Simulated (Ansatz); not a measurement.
# C2H4FGa (SMILES C=[CH][GaH][F]) at B2PLYP/cc-pVDZ

What is the vertical ionisation energy of C2H4FGa at B2PLYP/cc-pVDZ? 

Program for the calculation: Ansatz 0.2.0.

67 further runs of the same task are left out: 2 that didn't finish, 65 set aside as unsound or not needed.

### Step 1. The molecule

The species is C2H4FGa (8 atoms), meant as a singlet with charge 0. As SMILES, `C=[CH][GaH][F]`. The shape is that of a PBE0-D4/def2-TZVP optimisation. This is one conformer, not always the lowest.

Bond lengths: C1–C2 1.332 Å, C2–Ga3 1.936 Å, Ga3–F4 1.763 Å, C1–H5 1.088 Å, C1–H6 1.088 Å, C2–H7 1.087 Å, Ga3–H8 1.557 Å. Angles: C1–C2–Ga3 120.9°, C2–Ga3–F4 115.4°, C1–C2–H7 118.8°, Ga3–C2–H7 120.3°, C2–C1–H5 122.2°, C2–C1–H6 122.3°, C2–Ga3–H8 129.9°, F4–Ga3–H8 114.7°, H5–C1–H6 115.5°.

### Step 2. The energy at B2PLYP/cc-pVDZ

input.yaml reads:

```yaml
basis:
  gaussian: {orbitals: cc-pVDZ}
crystal:
  periodic: [false, false, false]
  atoms:
    - symbol: C
      position_ang: [-0.837100, 1.175400, 0.060900]
    - symbol: C
      position_ang: [0.342600, 0.569500, -0.065000]
    - symbol: Ga
      position_ang: [0.481700, -1.360200, -0.007600]
    - symbol: F
      position_ang: [2.110500, -2.006100, -0.199600]
    - symbol: H
      position_ang: [-1.762100, 0.620500, 0.200100]
    - symbol: H
      position_ang: [-0.941100, 2.257800, 0.031600]
    - symbol: H
      position_ang: [1.232300, 1.179600, -0.202300]
    - symbol: H
      position_ang: [-0.626900, -2.436700, 0.182000]
hamiltonian: {xc: {name: B2PLYP}}
correlation: {frozen_orbitals: {C: 1, F: 1, Ga: 9, H: 0}}
accuracy: high
output: {orbitals: {seedname: orbitals}}
```

Started as:

```console
$ ansatz run input.yaml --threads 1 --pin off --max-ram 3480MiB --events-out events.jsonl --progress --plain --runs-dir runs
```

Log:

```text
Warning: RAYON_NUM_THREADS=1 ignored (pool sized by the plan → 1); use --threads N
Functional definition: B2PLYP
  name "B2PLYP"
  parameter a = 0.53
  parameter c = 0.27
  exchange = (1 - a)*b88_x + a*exact_x
  correlation = (1 - c)*lyp_c + c*(mp2_os + mp2_ss)
2037 factors; integrals over basis functions are off by at most 4.6e-9 eV
mean field evaluation 1: about -57208.6355 eV, gradient 4.5e1 eV
mean field evaluation 2: about -57208.9418 eV, gradient 4.4e1 eV
mean field evaluation 4: about -57213.0926 eV, gradient 5.1e0 eV
mean field evaluation 8: about -57213.1598 eV, gradient 1.8e-1 eV
mean field evaluation 16: about -57213.1602 eV, gradient 4.6e-5 eV
mean field -57213.16020910 eV, -2102.5448572116 hartree, gradient 3.9e-8 eV, S^2 0.000000; 0 other end points of the search recorded, 0 dependent functions left out
12 core orbitals not correlated: weight in the atoms' cores, before any rotation towards them, 1.000 or more for the frozen orbitals, at most 0.000 for the correlated occupied ones
reference -57213.16023529 eV, -2102.5448581739 hartree; 16, 16 occupied and 61, 61 virtual orbitals, 2037 factors
second order -18.06156379 eV of doubles, -0.00000000 eV of singles
Total energy: -57218.03685751 eV, -2102.7240707351 hartree
```

Run time: 15 s. Hardware: 1 thread of Arm Neoverse V1, shared host; peak memory 0.32 GiB.

### Step 3. The doublet cation, same level

molecule.yaml reads:

```yaml
crystal:
  periodic: [false, false, false]
  atoms:
    - {symbol: C, position_ang: [-0.837100, 1.175400, 0.060900]}
    - {symbol: C, position_ang: [0.342600, 0.569500, -0.065000]}
    - {symbol: Ga, position_ang: [0.481700, -1.360200, -0.007600]}
    - {symbol: F, position_ang: [2.110500, -2.006100, -0.199600]}
    - {symbol: H, position_ang: [-1.762100, 0.620500, 0.200100]}
    - {symbol: H, position_ang: [-0.941100, 2.257800, 0.031600]}
    - {symbol: H, position_ang: [1.232300, 1.179600, -0.202300]}
    - {symbol: H, position_ang: [-0.626900, -2.436700, 0.182000]}
basis:
  gaussian:
    orbitals: cc-pVDZ
accuracy: high
hamiltonian:
  xc: {name: B2PLYP}
total_charge: 1
correlation:
  frozen_orbitals: {C: 1, F: 1, Ga: 9, H: 0}
magnetization:
  spin_polarized: true
  initial_magnetization: 1
output: {orbitals: {seedname: orbitals}}
```

Started as:

```console
$ ansatz run molecule.yaml --threads 1 --pin off --max-ram 3480MiB --events-out events.jsonl --progress --plain --runs-dir runs
```

Log:

```text
Warning: RAYON_NUM_THREADS=1 ignored (pool sized by the plan → 1); use --threads N
[... 6 set-up lines as earlier in the session ...]
2036 factors; integrals over basis functions are off by at most 4.6e-9 eV
mean field evaluation 1: about -57191.4523 eV, gradient 5.1e1 eV
mean field evaluation 2: about -57191.5440 eV, gradient 5.0e1 eV
mean field evaluation 4: about -57200.8722 eV, gradient 1.8e1 eV
mean field evaluation 8: about -57202.5933 eV, gradient 8.2e-1 eV
mean field evaluation 16: about -57202.6096 eV, gradient 2.3e-2 eV
mean field evaluation 32: about -57202.9599 eV, gradient 9.0e-3 eV
mean field evaluation 64: about -57164.2945 eV, gradient 4.6e1 eV
mean field -57202.95994125 eV, -2102.1700042819 hartree, gradient 2.9e-8 eV, S^2 0.752582; 4 other end points of the search recorded, 0 dependent functions left out
12 core orbitals not correlated: weight in the atoms' cores, before any rotation towards them, 1.000 or more for the frozen orbitals, at most 0.000 for the correlated occupied ones
reference -57202.95996741 eV, -2102.1700052436 hartree; 16, 15 occupied and 61, 62 virtual orbitals, 2036 factors
second order -16.17617347 eV of doubles, -0.00000000 eV of singles
Total energy: -57207.32753425 eV, -2102.3305103644 hartree
```

It took 49 s on 1 thread of Arm Neoverse V1, shared host; peak memory 0.65 GiB.

### Step 4. What came out

Level: B2PLYP/cc-pVDZ, 12 core orbitals frozen.

| quantity | value |
| --- | --- |
| singlet C2H4FGa: total energy | -2102.72407 Eh |
| singlet C2H4FGa: HOMO energy (SCF part's orbitals) | -9.25 eV |
| singlet C2H4FGa: LUMO energy (SCF part's orbitals) | -0.40 eV |
| singlet C2H4FGa: HOMO–LUMO gap (SCF part's orbitals) | 8.85 eV |
| doublet cation: total energy | -2102.33051 Eh |
| doublet cation: HOMO energy (SCF part's orbitals) (highest over α and β) | -15.43 eV |
| doublet cation: LUMO energy (SCF part's orbitals) (lowest over α and β) | -11.21 eV |
| doublet cation: ⟨S²⟩ | 0.753 |
| vertical ionisation energy (to the doublet cation) | 10.709 eV |

**Reading.** The vertical ionisation energy comes to 10.71 eV (1033 kJ/mol). The negative HOMO energy of the first species, 9.25 eV, lies 1.46 eV below that difference.
